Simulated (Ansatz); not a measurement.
# GeH3+ (singlet): the correlation ladder, 6-31G

An exercise on one series of results from a longer session: the logs are not shown, and one member is left open.

Program: Ansatz 0.2.0, Gaussian basis. Level of theory: 6-31G, core rule «outside noble gas», up to 14 orbitals frozen. These are calculated values, not measurements.

The runs, in order: UHF; CCSD(T) on RHF; BCCD(T) on RHF; CISD; CCSDT(Q) on RHF; CISDTQ; CCSDTQ on RHF; CASSCF and MRCISD+Q, 6 electrons in 7 orbitals; CASSCF and NEVPT2, 6 electrons in 7 orbitals; Full CI.

19 further runs of the same task are left out: 11 that didn't finish, 8 set aside as unsound or not needed.

## What is computed

The geometry is a PBE0/def2-TZVP stationary point (not a proven minimum) of the parent state, kept for this charge and spin. No spin-orbit coupling is included. The filled d shell of Ge may be among the frozen orbitals whatever the setting's name suggests; the logs give the count.

4 atoms, charge 1, spin multiplicity 1.

Atoms are counted from 1 here; the program's logs count them from 0.

Bond lengths: Ge1–H2 1.539 Å, Ge1–H3 1.539 Å, Ge1–H4 1.539 Å. Angles: H2–Ge1–H3 111.2°, H2–Ge1–H4 111.2°, H3–Ge1–H4 111.2°.

The first run:

File in.yaml:

```yaml
crystal:
  periodic: [false, false, false]
  atoms:
    - {symbol: Ge, position_ang: [0.000034, -0.000003, -0.018730]}
    - {symbol: H, position_ang: [1.465006, 0.016889, 0.452573]}
    - {symbol: H, position_ang: [-0.748285, 1.261093, 0.448403]}
    - {symbol: H, position_ang: [-0.719150, -1.277779, 0.448837]}
basis:
  gaussian: {orbitals: 6-31G}
total_charge: 1
magnetization: {spin_polarized: true, initial_magnetization: 0}
hamiltonian: {xc: hf}
output: {orbitals: {seedname: orbitals}}
```

Command:

```
$ ansatz run in.yaml --threads 1 --pin off --events-out ev --progress --plain --max-ram 2393MiB
```

Among the steps run: UHF; CCSD(T) on RHF; BCCD(T) on RHF; CISD; CCSDT(Q) on RHF; CISDTQ; CCSDTQ on RHF; CASSCF and MRCISD+Q, 6 electrons in 7 orbitals; CASSCF and NEVPT2, 6 electrons in 7 orbitals; Full CI.

One of the session's tables, all rows but one given; the rest of the session is left out.

| method | from FCI (meV) |
| --- | --- |
| RHF | +1953.3 |
| RMP2 | ? |
| CISD | +87.7 |
| RCCSD | +34.1 |
| RCCSD(T) | +10.7 |
| BCCD(T) | +10.7 |
| RCCSDT | +0.7 |
| CISDTQ | +1.4 |
| RCCSDT(Q) | +0.2 |
| RCCSDTQ | 0.0 |
| CASSCF valence | +322.9 |
| NEVPT2 valence | +78.9 |
| MRCISD valence | +4.2 |
| MRCISD+Q valence | +2.2 |
| FCI | 0 |

**Question.** Estimate the row for RMP2.

The run gave: from FCI (meV): +595.4. In the column «from FCI (meV)» it lies between CASSCF valence (+322.9) and RHF (+1953.3).
